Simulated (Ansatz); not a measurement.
# C₃H₈Cl₃NZr: small, medium and large basis sets

How large a basis does C₃H₈Cl₃NZr need? Two functionals are run in growing sets.

The runs use Ansatz 0.2.0, Gaussian basis; one geometry, several basis sets.

Plan: PBE0-D4/def2-SVP; ωB97M-V/def2-SVP; PBE0-D4/def2-QZVPP; ωB97M-V/def2-QZVPP; the functionals' def2-TZVPP values are taken from earlier runs.

## (1) Structure used throughout

An earlier PBE0-D4 in a triple-zeta def2 set relaxation fixed the geometry. Zr takes the def2 core potential; no spin-orbit term is included.

SMILES `CC(C)[NH][Zr]([Cl])([Cl])[Cl]`, 16 atoms, charge 0, spin multiplicity 1.

Atoms are counted from 1 here; the program's logs count them from 0.

Bond lengths: C1–C2 1.518 Å, C1–H9 1.093 Å, C1–H10 1.095 Å, C1–H11 1.091 Å, C2–C3 1.520 Å, C2–N4 1.459 Å, C2–H12 1.099 Å, C3–H13 1.093 Å, C3–H14 1.093 Å, C3–H15 1.093 Å, N4–Zr5 1.986 Å, N4–H16 1.017 Å, Zr5–Cl6 2.350 Å, Zr5–Cl7 2.350 Å, Zr5–Cl8 2.337 Å. Angles: C2–C1–H9 111.4°, C2–C1–H10 110.8°, C2–C1–H11 110.5°, H9–C1–H10 108.9°, H9–C1–H11 107.6°, H10–C1–H11 107.5°, C1–C2–C3 111.5°, C1–C2–N4 109.9°, C1–C2–H12 108.1°, C3–C2–N4 110.7°, C3–C2–H12 108.5°, N4–C2–H12 108.1°, C2–C3–H13 110.6°, C2–C3–H14 111.2°, C2–C3–H15 110.3°, H13–C3–H14 107.9°, H13–C3–H15 108.5°, H14–C3–H15 108.2° and more.

Geometry (Å):

```mol
C3H8Cl3NZr
  3D, bonds by distance, orders not assigned

 16 15  0  0  0  0  0  0  0  0999 V2000
    0.9796    1.0896    0.3620 C   0  0
    0.5246   -0.3194    0.6971 C   0  0
    1.4584   -1.3624    0.1038 C   0  0
   -0.8417   -0.5255    0.2286 N   0  0
   -2.1224    0.5888   -0.8025 Zr  0  0
   -2.5932    2.5464    0.4086 Cl  0  0
   -1.1516    1.1587   -2.8650 Cl  0  0
   -4.0157   -0.7558   -1.0700 Cl  0  0
    0.3241    1.8390    0.8131 H   0  0
    1.0014    1.2435   -0.7217 H   0  0
    1.9890    1.2639    0.7381 H   0  0
    0.5297   -0.4278    1.7906 H   0  0
    2.4727   -1.2357    0.4901 H   0  0
    1.1288   -2.3746    0.3513 H   0  0
    1.4872   -1.2692   -0.9848 H   0  0
   -1.1710   -1.4594    0.4606 H   0  0
  1  2  8  0
  2  3  8  0
  2  4  8  0
  4  5  8  0
  5  6  8  0
  5  7  8  0
  5  8  8  0
  1  9  8  0
  1 10  8  0
  1 11  8  0
  2 12  8  0
  3 13  8  0
  3 14  8  0
  3 15  8  0
  4 16  8  0
M  END
```

## (2) PBE0-D4 in def2-SVP

in.yaml

```yaml
crystal:
  periodic: [false, false, false]
  atoms:
    - {symbol: C, position_ang: [0.979598, 1.089566, 0.362041]}
    - {symbol: C, position_ang: [0.524619, -0.319398, 0.697146]}
    - {symbol: C, position_ang: [1.458441, -1.362352, 0.103762]}
    - {symbol: N, position_ang: [-0.841693, -0.525506, 0.228568]}
    - {symbol: Zr, position_ang: [-2.122432, 0.588760, -0.802512]}
    - {symbol: Cl, position_ang: [-2.593184, 2.546370, 0.408618]}
    - {symbol: Cl, position_ang: [-1.151577, 1.158671, -2.865032]}
    - {symbol: Cl, position_ang: [-4.015659, -0.755830, -1.070019]}
    - {symbol: H, position_ang: [0.324060, 1.839000, 0.813146]}
    - {symbol: H, position_ang: [1.001388, 1.243543, -0.721676]}
    - {symbol: H, position_ang: [1.988965, 1.263921, 0.738136]}
    - {symbol: H, position_ang: [0.529717, -0.427832, 1.790576]}
    - {symbol: H, position_ang: [2.472700, -1.235686, 0.490069]}
    - {symbol: H, position_ang: [1.128813, -2.374608, 0.351320]}
    - {symbol: H, position_ang: [1.487215, -1.269189, -0.984770]}
    - {symbol: H, position_ang: [-1.170991, -1.459419, 0.460635]}
basis:
  gaussian: {orbitals: def2-SVP}
hamiltonian: {xc: pbe0, dispersion: d4}
output: {orbitals: {seedname: orbitals}}
```

On the command line:

```
ansatz run in.yaml --threads 4 --pin off --events-out ev --progress --plain --max-ram 66560MiB --backend cpu
```

The runs that follow: ωB97M-V in def2-SVP; PBE0-D4 in def2-QZVPP; ωB97M-V in def2-QZVPP.

Q: Predict the results of all the runs planned. Wanted: PBE0-D4: double and triple zeta above quadruple; ωB97M-V: double and triple zeta above quadruple.

As calculated:

| quantity | value |
| --- | --- |
| PBE0-D4: double and triple zeta above quadruple | 19.70, 1.44 eV |
| ωB97M-V: double and triple zeta above quadruple | 19.76, 1.37 eV |

In words: PBE0-D4 gains 18.26 eV from double to triple zeta, then 1.44 eV more. Total energies overstate the basis error of differences, where much of it tends to cancel.
